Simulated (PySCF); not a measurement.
The system is CGeH6, in a box.

```
C Ge H
1.0
    13.00000    0.00000    0.00000
     0.00000   12.00000    0.00000
     0.00000    0.00000   13.00000
C Ge H
1 1 6
Cartesian
  5.9886 6.3858 5.4905
  6.5964 6.0136 7.3087
  4.9194 6.5997 5.4854
  6.5183 7.2477 5.0836
  6.1749 5.5261 4.8459
  6.3302 7.2237 8.2220
  8.1066 5.7159 7.3197
  5.8538 4.7943 7.8840
```

Base run:

| Quantity | Value |
| --- | --- |
| Program | PySCF 2.14.0 |
| Functional | PBE |
| Potentials or basis | def2-svp (all-electron) |
| k mesh | 1 × 1 × 1 |
| Occupations | fixed |
| Spin | no spin polarisation |

Its results: gap between the frontier levels 8.12 eV.

Task: The run is repeated on the same cell with these changes: functional from PBE to M06-L. What comes out?

Result: Gap between the frontier levels 9.10 eV.

Caveats: this is a molecule in a periodic box at the Γ point, so its band gap is the HOMO-LUMO gap; relativity is left out, which matters for the heavier elements; the basis of atomic orbitals isn't converged, which shifts pressures, moduli and gaps.

